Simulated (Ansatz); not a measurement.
Born–Oppenheimer molecular dynamics of a periodic cell of 16 atoms, Cr (start crystal Cr, start structure bcc, volume 1.05 times the crystal's). It goes on from the last frame of an earlier run, with new velocities.

The calculation used Ansatz, DFT PBEsol, scalar-relativistic, plane waves, PAW. Settings: cutoff 420 eV, k mesh 2x2x2, fermi-dirac smearing 0.24 eV, no spin polarisation.

```yaml
ensemble: NPT, Langevin
time_step: 3 fs
steps_asked: 130
set_temperature: 1960 K
friction: 0.01 /fs
pressure: 5 GPa
seed: 694713
```

First frame:

```xyz
16
Lattice="5.8544 0.0000 0.0000 0.0000 5.8544 0.0000 0.0000 0.0000 5.8544" Properties=species:S:1:pos:R:3
Cr -0.106 -0.118 0.006
Cr 2.792 -0.005 -0.102
Cr -0.275 2.906 -0.092
Cr -0.540 0.053 2.849
Cr 0.962 1.450 1.163
Cr 2.370 3.113 -0.100
Cr 2.416 0.127 2.621
Cr 4.322 1.218 1.291
Cr -0.417 3.275 2.920
Cr 1.061 4.453 1.118
Cr 0.802 1.251 3.881
Cr 2.648 2.754 2.663
Cr 4.086 4.629 1.316
Cr 4.008 1.651 4.134
Cr 1.344 4.736 4.344
Cr 3.950 4.583 4.204
```

(1) What does the run give?

(2) What happens to the structure?

(3) How do temperature and energy run in time?

## Answers

(1) All steps were run.

```
steps done                                               : 130
time covered                                             : 390 fs
mean temperature over the second half                    : 1773 K
spread of the potential energy over the second half      : 28.5 meV per atom
mean potential energy of the second half above the start : -244.9 meV per atom
mean pressure over the second half                       : 9.2 GPa
```

The conserved energy stayed within 0.87 meV per atom of its start (net change 0.33 meV per atom), so the integration is sound. A run of 0.39 ps of so small a system gives no equilibrium averages. Spin polarisation was left off. Limits of this set-up: coarse k mesh, magnetic elements without spin. The cell's volume went from 201 to 185 Å³.

(2) Mean squared displacements from the first frame to the last, about the centre of mass, the cell's change included: Cr 0.12 Å². Another seed would give other details.

(3) 
```tsv
time (fs)	T (K)	potential energy less start (eV)	conserved less start (meV/atom)	P (GPa)	volume (Å³)
0.0	1838	0.000	0.00	-8.3	200.7
12.0	1608	0.459	0.32	-6.5	200.0
24.0	2284	-0.907	-0.28	-7.8	198.6
36.0	3044	-1.974	-0.71	-7.8	196.5
48.0	2788	-1.772	-0.41	-5.1	194.1
60.0	2247	-1.495	-0.17	-2.1	191.5
72.0	2108	-1.487	-0.01	0.6	189.4
84.0	2307	-1.506	-0.01	3.5	187.8
96.0	2267	-2.296	0.19	4.2	186.1
108.0	2896	-3.486	-0.87	5.1	183.9
120.0	2440	-3.208	-0.34	7.6	182.0
132.0	2079	-2.568	-0.12	11.2	179.9
144.0	1783	-1.974	0.27	14.0	178.5
156.0	1961	-2.468	-0.09	14.7	177.4
168.0	2122	-3.046	-0.33	14.6	176.4
180.0	1996	-3.001	0.02	16.0	175.6
192.0	1993	-3.113	-0.15	16.7	175.7
204.0	1908	-3.491	-0.05	15.2	176.3
216.0	1719	-3.497	0.42	14.5	176.5
228.0	1609	-4.164	0.29	12.7	176.3
240.0	2068	-4.581	-0.30	12.1	176.5
252.0	1643	-3.851	0.23	12.4	177.1
264.0	1165	-3.676	0.51	11.1	177.9
276.0	1637	-4.551	0.06	8.2	178.8
288.0	2176	-4.963	-0.24	7.3	179.0
300.0	1567	-4.157	0.26	8.7	178.9
312.0	1518	-3.375	0.48	10.1	179.1
324.0	1638	-3.738	0.13	8.5	179.5
336.0	2128	-4.299	-0.31	6.6	180.3
348.0	1665	-3.680	0.17	6.1	181.5
360.0	1869	-3.486	0.20	5.2	182.6
372.0	1862	-3.706	0.15	3.5	183.4
384.0	1501	-3.684	0.46	2.1	184.2
```

Time of the run: 14 min on 2 threads of Arm Neoverse V2, with other jobs on the host, peak memory 0.82 GiB.
